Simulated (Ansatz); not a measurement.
# Ge3H: the cost of one run

Computed with Ansatz 0.2.0, Gaussian basis. Level: cc-pVDZ, core rule «outside noble gas», up to 42 orbitals frozen.

To be run: UHF; CCSD(T) on ROHF; BCCD(T) on ROHF; CISD; CCSDT(Q) on ROHF; CCSDT(Q) on UHF.

33 further runs of the same task are left out: 23 that didn't finish, 10 set aside as unsound or not needed.

**1. The geometry**

The geometry is a PBE0/def2-TZVP stationary point (not a proven minimum) with its atoms shifted at random (size 0.100 Å). No spin-orbit coupling is included. The filled d shell of Ge may be among the frozen orbitals whatever the setting's name suggests; the logs give the count.

4 atoms, charge 0, spin multiplicity 4.

Atoms are counted from 1 here; the program's logs count them from 0.

Bond lengths: Ge1–Ge2 2.404 Å, Ge1–H4 1.533 Å, Ge2–Ge3 2.409 Å. Angles: Ge2–Ge1–H4 76.3°, Ge1–Ge2–Ge3 173.7°.

Coordinates:

```xyz
4

Ge    0.06458   -0.39387    1.88222
Ge   -0.10036   -0.33306   -0.51494
Ge   -0.02367   -0.37705   -2.92253
H     0.05944    1.10398    1.55525
```

**2. UHF**

in.yaml

```yaml
crystal:
  periodic: [false, false, false]
  atoms:
    - {symbol: Ge, position_ang: [0.064582, -0.393870, 1.882216]}
    - {symbol: Ge, position_ang: [-0.100356, -0.333065, -0.514940]}
    - {symbol: Ge, position_ang: [-0.023670, -0.377048, -2.922528]}
    - {symbol: H, position_ang: [0.059444, 1.103983, 1.555253]}
basis:
  gaussian: {orbitals: cc-pVDZ}
magnetization: {spin_polarized: true, initial_magnetization: 3}
hamiltonian: {xc: hf}
output: {orbitals: {seedname: orbitals}}
```

The run is started by

```console
> ansatz run in.yaml --threads 1 --pin off --events-out ev --progress --plain --max-ram 2393MiB
```

What time and memory should one allow on 1 thread of AMD EPYC, shared host?

About 56 s, with a peak of 0.35 GiB.
